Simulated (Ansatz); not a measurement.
# BClFH3O2: the cost of one run

All numbers below are computed with Ansatz 0.2.0 (RHF/def2-SVP).

## 1. The system as given

Bond lengths: B1–O2 1.760 Å, O2–H3 1.010 Å, B1–O4 1.410 Å, O4–H5 1.010 Å, B1–Cl6 1.860 Å, B1–F7 1.620 Å, O2–H8 1.108 Å. Angles: B1–O2–H3 109.5°, B1–O2–H8 74.8°, H3–O2–H8 113.4°, O2–B1–O4 120.0°, O2–B1–Cl6 120.0°, O2–B1–F7 71.6°, O4–B1–Cl6 120.0°, O4–B1–F7 96.8°, Cl6–B1–F7 101.3°, B1–O4–H5 109.5°.

Structure file:

```xyz
8

B     0.0000    0.0000    0.0000
O     0.0000    0.0000    1.7600
H    -0.9095   -0.2814    2.0971
O     1.2211    0.0000   -0.7050
H     1.5209   -0.9519   -0.8599
Cl   -1.6108    0.0000   -0.9300
F     0.0726    1.5356    0.5108
H     0.0505    1.0680    1.4702
```

## 2. A restrained relaxation towards end A

Springs on the bonds that form and break draw the guess towards this end; the thresholds are loose.

The input, input.yaml:

```yaml
crystal:
  periodic: [false, false, false]
  atoms:
    - { symbol: B, position_ang: [0.0, 0.0, 0.0] }
    - { symbol: O, position_ang: [0.0, 0.0, 1.76] }
    - { symbol: H, position_ang: [-0.9095, -0.2814, 2.0971] }
    - { symbol: O, position_ang: [1.2211, 0.0, -0.705] }
    - { symbol: H, position_ang: [1.5209, -0.9519, -0.8599] }
    - { symbol: Cl, position_ang: [-1.6108, 0.0, -0.93] }
    - { symbol: F, position_ang: [0.0726, 1.5356, 0.5108] }
    - { symbol: H, position_ang: [0.0505, 1.068, 1.4702] }
basis:
  gaussian: { orbitals: def2-SVP }
hamiltonian:
  xc: hf
relax:
  f_tol: 0.15
  max_steps: 25
  restrain:
    - { distance: [0, 6], at: 2.52, k: 30.0 }
    - { distance: [7, 1], at: 2.21, k: 30.0 }
    - { distance: [0, 1], at: 1.41, k: 30.0 }
    - { distance: [7, 6], at: 0.92, k: 30.0 }
```

Started as:

```bash
$ ansatz run input.yaml --threads 1 --pin off --max-ram 2048MiB --backend cpu --events-out ev --progress --plain --runs-dir out
```

Q: Estimate wall time and peak memory on 1 thread of Arm Neoverse V2, shared host.

About 40 s, with a peak of 0.16 GiB.
